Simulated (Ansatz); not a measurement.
# C2H7NOSi: up Jacob's ladder to CCSD(T)

Aim: compute C2H7NOSi with functionals from several rungs and with coupled cluster. The yardstick is the atomisation energy at the CCSD(T) limit.

Method: functionals in def2-TZVPP, the program's frozen cores in correlated methods; program: Ansatz 0.2.0, Gaussian basis.

The runs, in order: LDA (SPW92), PBE-D4, revPBE-D4, BLYP-D4, r2SCAN-D4, B97M-V, PBE0-D4, B3LYP-D4, r2SCANh-D4, r2SCAN0-D4, HSE06-D4, BHLYP-D4, CAM-B3LYP-D4, LC-ωPBE, ωB97X-V, ωB97M-V, B2PLYP, PBE-QIDH; CCSD(T)/def2-SVP; CCSD(T)/def2-TZVPP; MP2/def2-QZVPP; extrapolation to the limit; RPA on PBE.

## (1) Structure used throughout

An earlier PBE0-D4 in a triple-zeta def2 set relaxation fixed the geometry.

SMILES `CNC(=O)[SiH3]`, 12 atoms, charge 0, spin multiplicity 1.

Atoms are counted from 1 here; the program's logs count them from 0.

Bond lengths: C1–N2 1.443 Å, C1–H6 1.093 Å, C1–H7 1.089 Å, C1–H8 1.093 Å, N2–C3 1.355 Å, N2–H9 1.005 Å, C3–O4 1.219 Å, C3–Si5 1.918 Å, Si5–H10 1.492 Å, Si5–H11 1.482 Å, Si5–H12 1.482 Å. Angles: N2–C1–H6 111.2°, N2–C1–H7 107.5°, N2–C1–H8 111.2°, H6–C1–H7 109.0°, H6–C1–H8 108.9°, H7–C1–H8 109.0°, C1–N2–C3 123.0°, C1–N2–H9 119.1°, C3–N2–H9 117.9°, N2–C3–O4 123.5°, N2–C3–Si5 118.1°, O4–C3–Si5 118.4°, C3–Si5–H10 111.4°, C3–Si5–H11 108.0°, C3–Si5–H12 108.0°, H10–Si5–H11 109.5°, H10–Si5–H12 109.5°, H11–Si5–H12 110.4°.

## (2) LDA

This LDA is Slater exchange with PW92 correlation.

in.yaml

```yaml
crystal:
  periodic: [false, false, false]
  atoms:
    - {symbol: C, position_ang: [-1.827812, 0.219144, 0.925156]}
    - {symbol: N, position_ang: [-0.546939, 0.436153, 0.297682]}
    - {symbol: C, position_ang: [0.240580, -0.575829, -0.138873]}
    - {symbol: O, position_ang: [-0.060952, -1.753240, -0.041116]}
    - {symbol: Si, position_ang: [1.918302, -0.128193, -0.953761]}
    - {symbol: H, position_ang: [-2.631781, 0.690233, 0.354219]}
    - {symbol: H, position_ang: [-1.998825, -0.855641, 0.957629]}
    - {symbol: H, position_ang: [-1.839806, 0.612019, 1.944887]}
    - {symbol: H, position_ang: [-0.215523, 1.377359, 0.175137]}
    - {symbol: H, position_ang: [2.128434, 1.348010, -0.994026]}
    - {symbol: H, position_ang: [1.914134, -0.665371, -2.334955]}
    - {symbol: H, position_ang: [2.997088, -0.759944, -0.157878]}
basis:
  gaussian: {orbitals: def2-TZVPP}
hamiltonian: {xc: lda}
output: {orbitals: {seedname: orbitals}}
```

Command:

```sh
> ansatz run in.yaml --threads 4 --pin off --events-out ev --progress --plain --max-ram 10444MiB
```

Further steps of the session: PBE-D4 (GGA); revPBE-D4 (GGA); BLYP-D4 (GGA); r2SCAN-D4 (meta-GGA); B97M-V (meta-GGA); B3LYP-D4 (hybrid); r2SCANh-D4 (hybrid); r2SCAN0-D4 (hybrid); HSE06-D4 (hybrid); BHLYP-D4 (hybrid); CAM-B3LYP-D4 (range-separated); LC-ωPBE (range-separated); ωB97X-V (range-separated); ωB97M-V (range-separated); B2PLYP (double hybrid); PBE-QIDH (double hybrid); CCSD(T) in def2-SVP; CCSD(T) in def2-TZVPP; MP2 in def2-QZVPP; RPA on PBE orbitals.

**Question.** What will the summary of the whole plan be? Wanted: atomisation energy, CCSD(T)/CBS; farthest beyond LDA; mean size of error, GGA; mean size of error, meta-GGA; mean size of error, hybrid; mean size of error, range-separated; mean size of error, double hybrid; gap, smallest and largest; T1 diagnostic.

As calculated:

```
                               quantity                                                                          value
        atomisation energy, CCSD(T)/CBS                                                                  4447.9 kJ/mol
 functionals within 22.2 kJ/mol (0.5 %)  revPBE-D4, r2SCAN-D4, B97M-V, PBE0-D4, r2SCANh-D4, HSE06-D4, LC-ωPBE, ωB97M-V
                    farthest beyond LDA                                                       BHLYP-D4 (-132.3 kJ/mol)
                mean size of error, GGA                                                                    53.7 kJ/mol
           mean size of error, meta-GGA                                                                    12.6 kJ/mol
             mean size of error, hybrid                                                                    46.1 kJ/mol
    mean size of error, range-separated                                                                    24.0 kJ/mol
      mean size of error, double hybrid                                                                    36.6 kJ/mol
              gap, smallest and largest                                      4.34 eV (LDA (SPW92)), 11.84 eV (LC-ωPBE)
                          T1 diagnostic                                                                         0.0155
triples share of the correlation energy                                                                          4.0 %
```

In words: LDA overbinds by 689.6 kJ/mol (16 %). PBE-D4 is off by +118.1 kJ/mol. Double hybrids carry the basis error of their MP2 part in triple zeta, and no dispersion term here, so their miss is partly the set-up's. By mean error the best rung here is meta-GGA (12.6 kJ/mol) and the worst beyond LDA is GGA (53.7 kJ/mol). hybrid functionals lie within the reference's doubt of that worst mean (46.1 kJ/mol), so those two tie. The reference freezes the cores and leaves out relativity and excitations past (T), so misses under about 22.2 kJ/mol can't be ranked. Hartree-Fock recovers 71 % of the binding; the rest is correlation. CCSD(T) in def2-SVP is off by -244.6 kJ/mol, worse than the median functional, from the basis alone. Orbital gaps span 4.3 to 11.8 eV; exact exchange widens them.
